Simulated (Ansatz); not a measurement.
Runs of Ansatz 0.2.0 on RuS2. Symmetry: R-3m, No. 166, trigonal system. Conventional cell: a = 3.629 Å, b = 3.629 Å, c = 16.458 Å, α = 90.00°, β = 90.00°, γ = 120.00°. Around Ru (site symmetry -3m) lie 6 S at 2.49 Å. S (site symmetry 3m) has 3 Ru at 2.49 Å as nearest neighbours. The cell was built by a generator and needn't be a form met in nature.

| level | spin | U | fixed moment (μB) | cutoff (eV) | gap on the mesh (eV) | pressure (GPa) | moment (μB) | largest force (eV/Å) |
| --- | --- | --- | --- | --- | --- | --- | --- | --- |
| LDA+U | collinear, ferromagnetic start | Ru d U = 4 eV | 1 | 420 | - | -15.7 | 1.00 | (b) |
| LDA+U | collinear, random start | Ru d U = 8 eV | - | 420 | 0.10 | -6.7 | 2.00 | 0.68 |
| r2SCAN+U | collinear, ferromagnetic start | Ru d U = 2 eV | - | 500 | none | -8.2 | 2.00 | 0.93 |
| r2SCAN+U | collinear, random start | Ru d U = 2 eV | - | 500 | none | -8.2 | 2.00 | 0.93 |
| LDA+U | collinear, ferromagnetic start | Ru d U = 4 eV | - | 420 | none | (a) | 1.93 | 1.10 |

Alike in all rows: task single point; potentials or basis Ansatz PAW; cell as given; k mesh 6 × 6 × 6; smearing gaussian 0.05 eV.

**Question.** Fill in the values left out.

**Answer.** (a) -13.3; (b) 1.34.

Caveats: the magnetic or orbital state may not be the lowest; the PAW data sets come from PBE, with cores solved anew for the run's functional, which leaves a small shift of forces and pressure; forces of over 1 eV/Å show positions far from the minimum, so gaps and moduli don't describe the material at rest (some runs); the total moment is fixed, so each spin has its own Fermi level (some runs); the thresholds are loose for stress (some runs).

A k mesh can miss the band edges, and the runs leave out spin-orbit coupling on Ru.

A gap of «none» marks a metal or a gap under the smearing width.
